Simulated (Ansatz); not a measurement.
# CH6BOSi radical: basis-set convergence

Aim: see how fast density functionals converge with the basis set for CH6BOSi radical.

Method: one geometry, several basis sets; program: Ansatz 0.2.0, Gaussian basis.

Plan: PBE0-D4/def2-SVP; ωB97M-V/def2-SVP; PBE0-D4/def2-QZVPP; ωB97M-V/def2-QZVPP; the functionals' def2-TZVPP values are taken from earlier runs.

## 1. The geometry

All runs share one geometry, relaxed beforehand with PBE0-D4 in a triple-zeta def2 set.

SMILES `C[B]O[SiH3]`, 10 atoms, charge 0, spin multiplicity 2.

Atoms are counted from 1 here; the program's logs count them from 0.

Bond lengths: C1–B2 1.556 Å, C1–H5 1.095 Å, C1–H6 1.095 Å, C1–H7 1.093 Å, B2–O3 1.339 Å, O3–Si4 1.668 Å, Si4–H8 1.481 Å, Si4–H9 1.482 Å, Si4–H10 1.482 Å. Angles: B2–C1–H5 109.3°, B2–C1–H6 112.5°, B2–C1–H7 110.8°, H5–C1–H6 108.8°, H5–C1–H7 105.9°, H6–C1–H7 109.3°, C1–B2–O3 125.4°, B2–O3–Si4 126.2°, O3–Si4–H8 106.0°, O3–Si4–H9 109.9°, O3–Si4–H10 110.0°, H8–Si4–H9 110.3°, H8–Si4–H10 110.3°, H9–Si4–H10 110.3°.

## 2. PBE0-D4 in def2-SVP

The input, in.yaml:

```yaml
crystal:
  periodic: [false, false, false]
  atoms:
    - {symbol: C, position_ang: [-0.475536, 1.528132, -1.333254]}
    - {symbol: B, position_ang: [-0.314300, 0.635271, -0.069412]}
    - {symbol: O, position_ang: [0.288501, -0.559653, -0.035456]}
    - {symbol: Si, position_ang: [0.484870, -1.526507, 1.309469]}
    - {symbol: H, position_ang: [0.090675, 2.455253, -1.196307]}
    - {symbol: H, position_ang: [-0.124632, 1.032154, -2.244814]}
    - {symbol: H, position_ang: [-1.518117, 1.829688, -1.464349]}
    - {symbol: H, position_ang: [1.211385, -2.729848, 0.843767]}
    - {symbol: H, position_ang: [-0.839230, -1.904815, 1.857638]}
    - {symbol: H, position_ang: [1.279585, -0.810774, 2.335617]}
basis:
  gaussian: {orbitals: def2-SVP}
magnetization: {spin_polarized: true, initial_magnetization: 1}
hamiltonian: {xc: pbe0, dispersion: d4}
output: {orbitals: {seedname: orbitals}}
```

The run is started by

```
> ansatz run in.yaml --threads 4 --pin off --events-out ev --progress --plain --max-ram 10444MiB
```

The runs that follow: ωB97M-V in def2-SVP; PBE0-D4 in def2-QZVPP; ωB97M-V in def2-QZVPP.

**Question.** What will the summary of the whole plan be? Wanted: PBE0-D4: double and triple zeta above quadruple; ωB97M-V: double and triple zeta above quadruple.

As calculated:

| quantity | value |
| --- | --- |
| PBE0-D4: double and triple zeta above quadruple | 7.81, 0.51 eV |
| ωB97M-V: double and triple zeta above quadruple | 7.97, 0.48 eV |

**Reading.** PBE0-D4 gains 7.30 eV from double to triple zeta, then 0.51 eV more. These are total energies; as a rule much of such shifts cancels in differences, which this series doesn't test. The LUMO of ωB97M-V is positive and keeps falling with the basis (0.88 to 0.30 eV): an unbound level that the basis holds in place.
